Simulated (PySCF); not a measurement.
# [IrO2]-: structure of the quintet

Aim: relax [IrO2]- as a quintet from a PBE0 minimum start, check by its vibrations whether the end is a minimum, and collect its spectrum and constants.

Computed with PySCF 2.14.0. Level: PBE0, basis Ir dyall-v2z, O def2-TZVP, no relativity, density fitting.

## (1) Where the work starts

3 atoms, charge -1, spin multiplicity 5.

Bond lengths: Ir1–O2 1.888 Å, Ir1–O3 1.888 Å. Angles: O2–Ir1–O3 148.7°.

```xyz
3
charge -1 multiplicity 5
Ir    0.0723    0.0000    0.0000
O    -0.4363   -1.8181    0.0000
O    -0.4363    1.8181    0.0000
```

## (2) Finding the electronic state

One driver script runs all steps and calls PySCF; scf.py shows how it sets up the SCF of each step. The optimiser is the driver's own. After this first run the driver tries any further starts and a stability analysis.

Contents of scf.py:

```python
from pyscf import gto, scf, dft
mol = gto.M(atom='''
Ir     0.072330    -0.000000    -0.000000
O     -0.436280    -1.818060     0.000000
O     -0.436280     1.818060    -0.000000''',
    basis={'Ir': 'dyall-v2z', 'O': 'def2-TZVP'},
    charge=-1, spin=4)
mf = dft.UKS(mol, xc='PBE0')
mf.grids.atom_grid = (50, 194)
aux = {'Ir': 'AutoAux', 'O': 'def2-universal-JKFIT'}  # AutoAux: made from the orbital basis by basis_set_exchange (get_aux=1)
mf = mf.density_fit(auxbasis=aux)
mf.conv_tol = 1e-08
mf.diis_space = 10
mf.max_cycle = 60
mf.init_guess = 'minao'
mf.verbose = 4
mf.kernel()
```

Run with:

```bash
$ OMP_NUM_THREADS=4 python axn.py task.json out
```

The runs that follow: Relaxation: PBE0 minimum start, quintet; Is it a minimum? Harmonic modes.

Before running it: what results should come out? Wanted: minimum; geometry; wavenumbers; dipole moment; highest occupied, lowest empty level; polar-tensor charge of Ir1; zero-point energy; ⟨S²⟩.

The runs gave:

| quantity | value |
| --- | --- |
| minimum | quintet, C2v |
| geometry | Ir–O 1.888 Å (×2); O–Ir–O 148.7° |
| wavenumbers (cm⁻¹) | 169 (a1), 515 (b2), 690 (a1) |
| dipole moment (centre of mass) | 2.03 D |
| highest occupied, lowest empty level (either spin) | -0.25, 1.68 eV |
| polar-tensor charge of Ir1 | +0.15 e |
| zero-point energy | 8.2 kJ/mol |
| entropy at 298.15 K | 293.9 J/(mol K) |
| ⟨S²⟩ | 6.031 |

**Reading.** The PBE0 minimum start keeps its C2v symmetry and ends in a minimum. In the infrared the band at 515 cm⁻¹ (b2, stretch) leads. Most of the spin sits on Ir1 (Mulliken spin 2.23, against 4 for the whole molecule). Other starts or spin states, not run here, may lie lower. One determinant may miss the lowest occupation of an open d or f shell. The basis has no diffuse functions, which an anion would want. With an element this heavy the missing spin–orbit coupling can shift these numbers.
